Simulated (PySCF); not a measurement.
# C₈H₁₃NP+: vibronic structure

Wanted: vibronic structure for C₈H₁₃NP+ (`CC[P@H+](C)c1cccnc1`).

Computed with PySCF 2.14.0 and routines of our own; the level stands in each step. Atoms count from 0.

## (1) The starting structure

23 atoms, charge 1, multiplicity 1; geometry from: GFN2-xTB.

## (2) Vibronic structure: TDA BHandHLYP/def2-SV(P)

What the job is given:

```
{"job": {"kind": "vib", "xc": "BHandHLYP", "basis": "def2-SV(P)", "tda": true}, "charge": 1, "multiplicity": 1}
C     -1.764621     1.875364     0.898525
C     -1.960400     0.360854     0.900445
P     -1.073462    -0.407141    -0.489053
C     -1.409348    -2.180177    -0.579784
C      0.691045    -0.083268    -0.436114
C      1.473920    -0.534740     0.628438
C      2.830595    -0.265384     0.607311
C      3.346474     0.442368    -0.474824
N      2.602142     0.868088    -1.479737
C      1.313846     0.618652    -1.472567
H     -2.172740     2.321608    -0.006237
H     -0.709824     2.136701     0.966954
H     -2.278659     2.313078     1.750285
H     -3.019833     0.100783     0.813090
H     -1.580645    -0.081729     1.827773
H     -1.525085     0.179417    -1.653697
H     -0.895169    -2.605708    -1.442229
H     -1.044214    -2.666499     0.326565
H     -2.481125    -2.355049    -0.673456
H      1.032259    -1.081406     1.451052
H      3.473087    -0.595506     1.407562
H      4.399028     0.678830    -0.540313
H      0.747978     0.987848    -2.319912
```

Level: TDA BHandHLYP/def2-SV(P) vertical-gradient vibronic structure (displaced harmonic oscillators, Condon), gas phase.

Run with:

```console
$ OMP_NUM_THREADS=1 python excited_run.py task.json out
```

The driver reads the jobs from task.json and runs them one after another.

Log:

```text
final grid: 85112 points
cycle   1  E = -707.8348577438  dE =  2.159e+00  |g| = 4.669e-01  |ddm| = 4.934e+00
cycle   2  E = -707.8631590452  dE = -2.830e-02  |g| = 4.059e-01  |ddm| = 1.353e+00
cycle   3  E = -707.9029369724  dE = -3.978e-02  |g| = 1.129e-01  |ddm| = 6.904e-01
cycle   4  E = -707.9057668995  dE = -2.830e-03  |g| = 4.431e-02  |ddm| = 1.450e-01
cycle   5  E = -707.9062712190  dE = -5.043e-04  |g| = 7.020e-03  |ddm| = 5.793e-02
cycle   6  E = -707.9062847381  dE = -1.352e-05  |g| = 2.474e-03  |ddm| = 1.145e-02
cycle   7  E = -707.9062864685  dE = -1.730e-06  |g| = 6.939e-04  |ddm| = 3.493e-03
cycle   8  E = -707.9062866055  dE = -1.371e-07  |g| = 2.943e-04  |ddm| = 1.324e-03
cycle   9  E = -707.9062866299  dE = -2.439e-08  |g| = 9.207e-05  |ddm| = 5.384e-04
cycle  10  E = -707.9062866326  dE = -2.638e-09  |g| = 3.972e-05  |ddm| = 1.606e-04
cycle  11  E = -707.9062866331  dE = -5.252e-10  |g| = 7.697e-06  |ddm| = 5.780e-05
converged SCF energy = -707.9062866331

Singlet excitations (eV, f): 4.970 (0.0046)  5.368 (0.0021)  5.862 (0.0947)  6.541 (0.1375)  7.804 (0.0256)  7.842 (0.6751)

State S1  4.9703 eV  f = 0.00460  H->L 0.93
  relaxed dipole 3.063 D, largest gradient of the excitation energy 0.0808 Eh/bohr
  mode    cm-1        S   lambda/meV  Raman
   14    590.5    2.2773     166.7   0.490
   50   1554.9    0.6710     129.4   1.000
   28    982.3    0.9663     117.7   0.575
   30   1006.9    0.3941      49.2   0.246
   18    732.3    0.5418      49.2   0.179
   23    881.2    0.2086      22.8   0.100
   16    681.7    0.2374      20.1   0.068
   35   1187.9    0.0902      13.3   0.078
   22    820.2    0.0771       7.8   0.032
   29   1004.1    0.0628       7.8   0.039
   33   1125.3    0.0511       7.1   0.040
   39   1273.4    0.0432       6.8   0.043
  reorganisation energy 0.6520 eV, total S 6.430, 0-0 4.3182 eV
  absorption maximum 4.916 eV, width 0.672 eV

State S4  6.5411 eV  f = 0.13748  H-2->L 0.43, H-1->L+1 0.36, H-1->L 0.17
  relaxed dipole 4.784 D, largest gradient of the excitation energy 0.0486 Eh/bohr
  mode    cm-1        S   lambda/meV  Raman
   33   1125.3    0.5747      80.2   1.000
   50   1554.9    0.1397      26.9   0.464
   32   1085.8    0.1471      19.8   0.238
   34   1135.1    0.1078      15.2   0.191
   49   1544.0    0.0408       7.8   0.134
    5    145.5    0.4192       7.6   0.012
   28    982.3    0.0615       7.5   0.082
   16    681.7    0.0870       7.4   0.056
   30   1006.9    0.0464       5.8   0.065
    6    153.5    0.1652       3.1   0.005
    9    284.6    0.0736       2.6   0.008
   35   1187.9    0.0169       2.5   0.033
  reorganisation energy 0.2007 eV, total S 2.101, 0-0 6.3404 eV
  absorption maximum 6.492 eV, width 0.336 eV

State S6  7.8417 eV  f = 0.67505  H-1->L+1 0.44, H-2->L 0.38
  relaxed dipole 4.161 D, largest gradient of the excitation energy 0.0450 Eh/bohr
  mode    cm-1        S   lambda/meV  Raman
   33   1125.3    0.4085      57.0   1.000
   34   1135.1    0.2431      34.2   0.606
   32   1085.8    0.1992      26.8   0.454
    5    145.5    1.0929      19.7   0.045
    6    153.5    0.4867       9.3   0.022
   50   1554.9    0.0408       7.9   0.191
   39   1273.4    0.0376       5.9   0.118
   45   1416.9    0.0334       5.9   0.130
   21    809.2    0.0547       5.5   0.069
   12    401.8    0.0889       4.4   0.028
   14    590.5    0.0587       4.3   0.040
   35   1187.9    0.0278       4.1   0.076
  reorganisation energy 0.2132 eV, total S 3.645, 0-0 7.6284 eV
  absorption maximum 7.802 eV, width 0.362 eV

State T1  4.1332 eV  f = 0.00000  H-1->L 0.39, H-1->L+1 0.30, H-2->L 0.19
  relaxed dipole 5.642 D, largest gradient of the excitation energy 0.0545 Eh/bohr
  mode    cm-1        S   lambda/meV  Raman
   33   1125.3    0.6469      90.3   0.999
   49   1544.0    0.3438      65.8   1.000
   32   1085.8    0.3406      45.9   0.490
   50   1554.9    0.1908      36.8   0.563
   34   1135.1    0.1054      14.8   0.166
   28    982.3    0.1094      13.3   0.129
   30   1006.9    0.0995      12.4   0.123
   14    590.5    0.1395      10.2   0.059
   39   1273.4    0.0284       4.5   0.056
    9    284.6    0.0841       3.0   0.008
   16    681.7    0.0282       2.4   0.016
   18    732.3    0.0210       1.9   0.014
  reorganisation energy 0.3119 eV, total S 2.330, 0-0 3.8213 eV
  absorption maximum 3.961 eV, width 0.486 eV
```

It took 97 s on 1 thread of Arm Neoverse N1, shared host; peak memory 1.1 GiB.

## (3) Vibronic structure: TDA BHandHLYP/pcseg-0

Settings changed since step 2:

```diff
@@ -1,2 +1,2 @@
-{"job": {"kind": "vib", "xc": "BHandHLYP", "basis": "def2-SV(P)", "tda": true}, "charge": 1, "multiplicity": 1}
+{"job": {"kind": "vib", "xc": "BHandHLYP", "basis": "pcseg-0", "tda": true, "temperature": 600, "fwhm_ev": 0.01, "nbright": 1}, "charge": 1, "multiplicity": 1}
 C     -1.764621     1.875364     0.898525
```

Method: TDA BHandHLYP/pcseg-0 vertical-gradient vibronic structure (displaced harmonic oscillators, Condon), gas phase.

Log:

```text
final grid: 85112 points
cycle   1  E = -706.8162351525  dE =  2.205e+00  |g| = 4.277e-01  |ddm| = 5.000e+00
cycle   2  E = -706.8463477122  dE = -3.011e-02  |g| = 3.688e-01  |ddm| = 1.560e+00
cycle   3  E = -706.8795715444  dE = -3.322e-02  |g| = 1.028e-01  |ddm| = 7.276e-01
cycle   4  E = -706.8819469410  dE = -2.375e-03  |g| = 3.320e-02  |ddm| = 1.482e-01
cycle   5  E = -706.8822281962  dE = -2.813e-04  |g| = 7.207e-03  |ddm| = 5.744e-02
cycle   6  E = -706.8822427835  dE = -1.459e-05  |g| = 2.083e-03  |ddm| = 1.185e-02
cycle   7  E = -706.8822440976  dE = -1.314e-06  |g| = 6.907e-04  |ddm| = 4.272e-03
cycle   8  E = -706.8822442363  dE = -1.387e-07  |g| = 2.789e-04  |ddm| = 1.397e-03
cycle   9  E = -706.8822442575  dE = -2.122e-08  |g| = 8.062e-05  |ddm| = 6.132e-04
cycle  10  E = -706.8822442597  dE = -2.177e-09  |g| = 2.652e-05  |ddm| = 1.695e-04
cycle  11  E = -706.8822442600  dE = -2.474e-10  |g| = 8.020e-06  |ddm| = 4.563e-05
converged SCF energy = -706.8822442600

Singlet excitations (eV, f): 4.775 (0.0058)  5.177 (0.0027)  6.062 (0.0822)  6.813 (0.1644)  7.818 (0.0330)  8.026 (0.0133)

State S1  4.7753 eV  f = 0.00584  H->L 0.91
  relaxed dipole 3.403 D, largest gradient of the excitation energy 0.0753 Eh/bohr
  mode    cm-1        S   lambda/meV  Raman
   14    590.5    1.9879     145.5   0.477
   50   1554.9    0.6015     116.0   1.000
   28    982.3    0.8982     109.4   0.596
   30   1006.9    0.3767      47.0   0.263
   18    732.3    0.4272      38.8   0.158
   23    881.2    0.1974      21.6   0.105
   16    681.7    0.2044      17.3   0.065
   35   1187.9    0.0849      12.5   0.082
   39   1273.4    0.0542       8.6   0.060
   22    820.2    0.0759       7.7   0.035
   29   1004.1    0.0577       7.2   0.040
   41   1385.1    0.0388       6.7   0.051
  reorganisation energy 0.5859 eV, total S 5.681, 0-0 4.1894 eV
  absorption maximum 4.723 eV, width 0.676 eV

State S4  6.8132 eV  f = 0.16443  H-2->L 0.42, H-1->L+1 0.33, H-1->L 0.21
  relaxed dipole 5.007 D, largest gradient of the excitation energy 0.0544 Eh/bohr
  mode    cm-1        S   lambda/meV  Raman
   33   1125.3    0.7107      99.2   1.000
   50   1554.9    0.2135      41.2   0.574
   32   1085.8    0.1651      22.2   0.216
   34   1135.1    0.1291      18.2   0.185
   16    681.7    0.1395      11.8   0.072
    5    145.5    0.6232      11.2   0.015
   49   1544.0    0.0484       9.3   0.128
   28    982.3    0.0652       7.9   0.070
   30   1006.9    0.0464       5.8   0.052
    6    153.5    0.2122       4.0   0.006
    9    284.6    0.1077       3.8   0.010
    8    211.0    0.1218       3.2   0.006
  reorganisation energy 0.2562 eV, total S 2.822, 0-0 6.5570 eV
  absorption maximum 6.715 eV, width 0.444 eV

State T1  3.9723 eV  f = 0.00000  H->L 0.48, H->L+1 0.40
  relaxed dipole 3.992 D, largest gradient of the excitation energy 0.0618 Eh/bohr
  mode    cm-1        S   lambda/meV  Raman
   28    982.3    0.7478      91.1   1.000
   14    590.5    0.9595      70.3   0.464
   30   1006.9    0.3779      47.2   0.531
   35   1187.9    0.3165      46.6   0.619
   49   1544.0    0.1990      38.1   0.658
   18    732.3    0.1342      12.2   0.100
   23    881.2    0.0892       9.7   0.096
   16    681.7    0.0893       7.5   0.057
   29   1004.1    0.0465       5.8   0.065
   45   1416.9    0.0323       5.7   0.090
   32   1085.8    0.0421       5.7   0.069
   22    820.2    0.0535       5.4   0.050
  reorganisation energy 0.3684 eV, total S 3.456, 0-0 3.6039 eV
  absorption maximum 3.872 eV, width 0.532 eV
```

Wall time 54 s (1 thread of Arm Neoverse N1, shared host); peak memory 1 GiB.

## (4) Results

| quantity | value |
| --- | --- |
| S1: vertical, reorganisation, 0-0, total S (step 2, TDA BHandHLYP/def2-SV(P), modes from GFN2-xTB) | 4.97, 0.65, 4.32 eV; 6.4 |
| S4: vertical, reorganisation, 0-0, total S (step 2, TDA BHandHLYP/def2-SV(P), modes from GFN2-xTB) | 6.54, 0.20, 6.34 eV; 2.1 |
| S6: vertical, reorganisation, 0-0, total S (step 2, TDA BHandHLYP/def2-SV(P), modes from GFN2-xTB) | 7.84, 0.21, 7.63 eV; 3.6 |
| S1: vertical, reorganisation, 0-0, total S (step 3, TDA BHandHLYP/pcseg-0, modes from GFN2-xTB) | 4.78, 0.59, 4.19 eV; 5.7 |
| S4: vertical, reorganisation, 0-0, total S (step 3, TDA BHandHLYP/pcseg-0, modes from GFN2-xTB) | 6.81, 0.26, 6.56 eV; 2.8 |
| T1: vertical, reorganisation, 0-0, total S (step 3, TDA BHandHLYP/pcseg-0, modes from GFN2-xTB) | 3.97, 0.37, 3.60 eV; 3.5 |

**Reading.** Some states lie very close; unless symmetry makes them partners, their order is unsure. The vibronic model keeps the ground-state modes (from xTB) and shifts them along the gradient alone, so it can miss much of the relaxation that a full optimisation finds.
